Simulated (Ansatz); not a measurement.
Write a Python script for the Python package of Ansatz (0.2.0) that makes a rigid scan of one bond length of F2GeHS, SMILES [F][Ge]([F])[SH]. Settings (for the species named): r2scan0, def2-SVP basis, multiplicity 2.

```xyz
5

F     0.2410    0.0661    1.9080
Ge   -0.0461   -0.8085    0.4161
F     1.4824   -1.1164   -0.3451
S    -1.2398    0.3712   -0.9851
H    -0.3876    1.4139   -1.0354
```

`scan.py`
```python
# -*- coding: utf-8 -*-
"""Stretching a bond of F2GeHS, the rest held rigid."""

import ansatz as az
import numpy as np

BASIS_SET = "def2-SVP"
FUNCTIONAL = "r2scan0"

mol = (
    az.Crystal.molecule()
    .atom("F", (0.241, 0.0661, 1.908))
    .atom("Ge", (-0.0461, -0.8085, 0.4161))
    .atom("F", (1.4824, -1.1164, -0.3451))
    .atom("S", (-1.2398, 0.3712, -0.9851))
    .atom("H", (-0.3876, 1.4139, -1.0354))
)

symbols = [site.symbol for site in mol.cartesian_sites]
start = np.array([site.position_ang for site in mol.cartesian_sites])
axis = (start[0] - start[1]) / np.linalg.norm(start[0] - start[1])
moving = [0]
lengths, energies = [1.49, 1.61, 1.75, 1.93, 2.19, 2.63, 3.16, 3.86], []
for length in lengths:
    xyz = start.copy()
    xyz[moving] += (length - np.linalg.norm(start[0] - start[1])) * axis
    point = az.Crystal.molecule()
    for symbol, place in zip(symbols, xyz):
        point = point.atom(symbol, place.tolist())
    job = point.calculation()
    job = job.basis(gaussian=BASIS_SET)
    job = job.functional(FUNCTIONAL)
    job = job.spin("collinear", total=1)
    rep = job.run(threads=1).report
    energies.append(rep["free_energy_ev"])
    print(f"r = {length:6.3f} A  E = {energies[-1]:.5f} eV  <S^2> = {abs(rep['mean_field']['state']['spin_squared']):.3f}")

print("energy above the lowest point (eV):", [round(e - min(energies), 3) for e in energies])
```

```console
$ python scan.py
r =  1.490 A  E = -72784.51621 eV  <S^2> = 0.753
r =  1.610 A  E = -72785.58009 eV  <S^2> = 0.753
r =  1.750 A  E = -72785.81985 eV  <S^2> = 0.754
r =  1.930 A  E = -72785.39796 eV  <S^2> = 0.755
r =  2.190 A  E = -72784.34685 eV  <S^2> = 0.764
r =  2.630 A  E = -72782.97761 eV  <S^2> = 0.832
r =  3.160 A  E = -72782.38611 eV  <S^2> = 0.787
r =  3.860 A  E = -72782.20441 eV  <S^2> = 0.752
energy above the lowest point (eV): [1.304, 0.24, 0.0, 0.422, 1.473, 2.842, 3.434, 3.615]
```

Reading the output:
- Total energies depend on the basis set; only differences at equal settings carry meaning.
- The rest of the molecule is held rigid at a force-field or estimated start geometry, and the basis set is modest; single-reference methods fail as a bond breaks.
- The species is open-shell (spin multiplicity 2).
- The expectation value of S² is noticeably off S(S+1) in at least one run, so that state is spin-contaminated.
- Timing: 3 min on 1 thread of Arm Neoverse V1, with other jobs on the host, peak memory 0.39 GiB.

(A comment or docstring line of the script was reworded after the run, the code is as it ran; lines on the test bed's own set-up are left out of the output.)
